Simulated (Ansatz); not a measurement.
**C6H16F2N2Zr: how energies converge with the basis set**

The task here is to estimate one member of a computed series from the others.

Method: one geometry, several basis sets; program: Ansatz 0.2.0, Gaussian basis.

The runs, in order: PBE0-D4/def2-SVP; ωB97M-V/def2-SVP; PBE0-D4/def2-QZVPP; ωB97M-V/def2-QZVPP; the functionals' def2-TZVPP values are taken from earlier runs.

**The geometry**

All runs share one geometry, relaxed beforehand with PBE0-D4 in a triple-zeta def2 set. Zr takes the def2 core potential; no spin-orbit term is included.

SMILES `C[N](C)[Zr]([F])([F])[NH]C(C)(C)C`, 27 atoms, charge 0, spin multiplicity 1.

Atoms are counted from 1 here; the program's logs count them from 0.

Bond lengths: C1–N2 1.438 Å, C1–H12 1.100 Å, C1–H13 1.091 Å, C1–H14 1.100 Å, N2–C3 1.446 Å, N2–Zr4 2.022 Å, C3–H15 1.099 Å, C3–H16 1.099 Å, C3–H17 1.099 Å, Zr4–F5 1.924 Å, Zr4–F6 1.932 Å, Zr4–N7 2.026 Å, N7–C8 1.461 Å, N7–H18 1.016 Å, C8–C9 1.525 Å, C8–C10 1.527 Å, C8–C11 1.527 Å, C9–H19 1.094 Å and more. Angles: N2–C1–H12 111.5°, N2–C1–H13 110.4°, N2–C1–H14 111.6°, H12–C1–H13 107.8°, H12–C1–H14 107.2°, H13–C1–H14 108.1°, C1–N2–C3 112.9°, C1–N2–Zr4 133.7°, C3–N2–Zr4 113.3°, N2–C3–H15 111.8°, N2–C3–H16 111.9°, N2–C3–H17 111.3°, H15–C3–H16 108.1°, H15–C3–H17 106.6°, H16–C3–H17 106.9°, N2–Zr4–F5 108.1°, N2–Zr4–F6 107.3°, N2–Zr4–N7 107.2° and more.

The first run:

Contents of in.yaml:

```yaml
crystal:
  periodic: [false, false, false]
  atoms:
    - {symbol: C, position_ang: [0.027678, 1.589888, 2.160133]}
    - {symbol: N, position_ang: [0.259800, 2.139730, 0.851581]}
    - {symbol: C, position_ang: [0.053177, 3.569371, 0.796327]}
    - {symbol: Zr, position_ang: [0.814650, 1.341371, -0.920842]}
    - {symbol: F, position_ang: [2.546690, 2.043553, -1.376590]}
    - {symbol: F, position_ang: [-0.510310, 1.863563, -2.226544]}
    - {symbol: N, position_ang: [0.972281, -0.660937, -0.653674]}
    - {symbol: C, position_ang: [-0.058892, -1.695826, -0.623813]}
    - {symbol: C, position_ang: [-1.419818, -1.007468, -0.634789]}
    - {symbol: C, position_ang: [0.087016, -2.525782, 0.649516]}
    - {symbol: C, position_ang: [0.068939, -2.601338, -1.847132]}
    - {symbol: H, position_ang: [0.692106, 2.041370, 2.911211]}
    - {symbol: H, position_ang: [0.208841, 0.513814, 2.158804]}
    - {symbol: H, position_ang: [-1.006070, 1.762758, 2.495080]}
    - {symbol: H, position_ang: [-0.977826, 3.843772, 1.060565]}
    - {symbol: H, position_ang: [0.732615, 4.107413, 1.471980]}
    - {symbol: H, position_ang: [0.233651, 3.960088, -0.214591]}
    - {symbol: H, position_ang: [1.897084, -1.077257, -0.593934]}
    - {symbol: H, position_ang: [-1.561454, -0.419408, -1.546882]}
    - {symbol: H, position_ang: [-1.530558, -0.345697, 0.230739]}
    - {symbol: H, position_ang: [-2.226328, -1.741764, -0.592044]}
    - {symbol: H, position_ang: [-0.674017, -3.309031, 0.697488]}
    - {symbol: H, position_ang: [-0.012186, -1.893184, 1.534210]}
    - {symbol: H, position_ang: [1.067874, -3.008252, 0.685185]}
    - {symbol: H, position_ang: [-0.041036, -2.020180, -2.765225]}
    - {symbol: H, position_ang: [1.049295, -3.085329, -1.866888]}
    - {symbol: H, position_ang: [-0.693199, -3.385228, -1.839859]}
basis:
  gaussian: {orbitals: def2-SVP}
hamiltonian: {xc: pbe0, dispersion: d4}
output: {orbitals: {seedname: orbitals}}
```

On the command line:

```
$ ansatz run in.yaml --threads 11 --pin off --events-out ev --progress --plain --max-ram 110592MiB --backend cpu
```

Steps of the session up to this table: PBE0-D4 in def2-SVP; ωB97M-V in def2-SVP; PBE0-D4 in def2-QZVPP; ωB97M-V in def2-QZVPP.

One of the session's tables, all rows but one given; the rest of the session is left out.

| functional | basis | HOMO (eV) | LUMO (eV) |
| --- | --- | --- | --- |
| PBE0-D4 | def2-SVP | -6.42 | -0.24 |
| PBE0-D4 | def2-TZVPP | ? | ? |
| PBE0-D4 | def2-QZVPP | -6.51 | -0.37 |
| ωB97M-V | def2-SVP | -8.69 | 1.25 |
| ωB97M-V | def2-TZVPP | -8.77 | 0.96 |
| ωB97M-V | def2-QZVPP | -8.79 | 0.70 |

Estimate the missing values for PBE0-D4, def2-TZVPP.

The run gave: HOMO (eV): -6.50; LUMO (eV): -0.35. In the column «HOMO (eV)» it lies between PBE0-D4, def2-QZVPP (-6.51) and PBE0-D4, def2-SVP (-6.42).
